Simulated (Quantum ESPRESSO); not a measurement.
A Quantum ESPRESSO 7.5 run (LDA) on a crystal of composition Cu3F lists these optical modes at the zone centre:

| symmetry | cm⁻¹ | components | active in |
| --- | --- | --- | --- |
| A2u | 196i | 1 | IR |
| B1g | 167i | 1 | silent |
| A2u | 26i | 1 | IR |
| E1u | 92 | 2 | IR |
| E2g | 376 | 2 | Raman |
| E1u | 382 | 2 | IR |

Task: How many atoms does the primitive cell hold, does the crystal have a centre of inversion, and what is its point group?

Result: 9 optical and 3 acoustic modes make 4 atoms. The labels g and u show a centre of inversion, so no mode is both infrared and Raman active. The point group is 6/mmm (space group P6/mmm, No. 191).

The cell:

```
Cu F
1.0
     3.84850    0.00000    0.00000
    -1.92425    3.33290    0.00000
     0.00000    0.00000    4.40606
Cu F
3 1
Direct
  0.33333 0.66667 0.00000
  0.00000 0.00000 0.00000
  0.66667 0.33333 0.00000
  0.00000 0.00000 0.50000
```

Caveat: the k mesh is coarse (spacing up to 0.47 Å⁻¹), so the values aren't converged; the mesh is thin for the phonons of a metal; some modes are imaginary; the cell is more than 3 GPa from zero pressure, which shifts response properties; the run has no spin polarisation, though such a crystal can be magnetic.
